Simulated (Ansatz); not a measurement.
**GaF under changes of volume**

One of the cells (23.058 Å³/atom); the others are scaled copies at fixed shape and fractional positions:

```
CELL_PARAMETERS angstrom
0.00000 2.84624 2.84624
2.84624 0.00000 2.84624
2.84624 2.84624 0.00000
ATOMIC_POSITIONS crystal
Ga 0.25000 0.25000 0.25000
F 0.00000 0.00000 0.00000
```

The cell was built by a generator and needn't be a form met in nature.

```yaml
Program: Ansatz 0.2.0
Functional: PBE
Potentials_or_basis: SPMS NC
Cutoff: "1007 eV (not typed: the program's choice for these potentials)"
k_mesh: 8 × 8 × 8
Occupations: fermi-dirac, width 0.05 eV
Spin: no spin polarisation
```

```tsv
volume (Å³/atom)	energy over the lowest point (meV/atom)	pressure (GPa)	gap on the mesh (eV)
21.674	?	?	?
22.135	3.10	1.1	2.12
22.596	0.72	0.5	2.20
23.058	0.00	0.0	2.29
23.519	0.80	-0.5	2.36
23.980	2.94	-1.0	2.44
24.441	6.30	-1.4	2.50
```

Problem. What does the run at 21.674 Å³/atom give?

Solution. Energy over the lowest point 7.36 meV/atom; pressure 1.8 GPa; gap on the mesh 2.03 eV.

Worked out: A Birch-Murnaghan fit of order 3 (a polynomial in V^(-2/3)) to the other rows has its minimum at 23.04 Å³/atom with B0 = V·E''(V) = 26 GPa and B' = 4.3. It gives 7.34 meV/atom at 21.674 Å³/atom, against the run's 7.36, and -dE/dV = 1.8 GPa, against 1.8. A straight line through the other rows of the gap, of slope 3.88 eV per unit of ln V, extrapolates to 2.04 eV, against the run's 2.03.

Energies are extrapolated to zero smearing.

A mesh can miss the band edges. Spin-orbit coupling on Ga is left out.
